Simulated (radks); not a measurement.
# Lu²⁰⁺ in [Kr] 4d10 4f3 5s2: an all-electron calculation

What are the levels of the lutetium ion Lu20+, how large are its shells, and how does its energy divide?

Method: scalar-relativistic Kohn-Sham, LDA (Slater exchange, VWN5 correlation), spin-polarised, spherical densities, point nucleus; open shells are filled with parallel spins first. Code: radks (a radial shooting solver on a logarithmic mesh, Libxc functionals) version 1.

## (1) Starting point

| Quantity | Value |
| --- | --- |
| element | lutetium (Z = 71) |
| charge | +20 |
| electrons | 51 |
| configuration | [Kr] 4d10 4f3 5s2 |

Outer shells as boxes (Hund's rule):

Lu²⁰⁺
```
[Kr] core
4d [↑↓][↑↓][↑↓][↑↓][↑↓]
4f [↑ ][↑ ][↑ ][  ][  ][  ][  ]
5s [↑↓]
```

## (2) The run

Settings of this run:

```text
Z 71
configuration [Kr] 4d10 4f3 5s2 5p0 6s0
relativity scalar-relativistic
functional lda,vwn5
spin polarised
nucleus point
c 137.035999084
```

What does the calculation give?

**Answer**, as computed:

| quantity | value |
| --- | --- |
| total energy | -14396.9063 hartree |
| exchange-correlation share of it | 1.86 % |
| −T/E | 1.0938 |
| highest occupied level | 5s down, -482.96 eV |
| most extended occupied level | 5s down, <r> = 0.893 bohr |
| radius at density 0.001 e/bohr³ | 1.77 bohr |
| maxima of the radial density | 4 |

**Reading.** 5 principal shells are occupied and 4 maxima appear in the radial density; where shells overlap, one shows as a shoulder or not at all. −T/E is 1.094: with relativity the kinetic term as defined here no longer equals −E. This is not the tabulated ground configuration, so its levels and sizes aren't those of the ground state, and no measured value stands beside it.
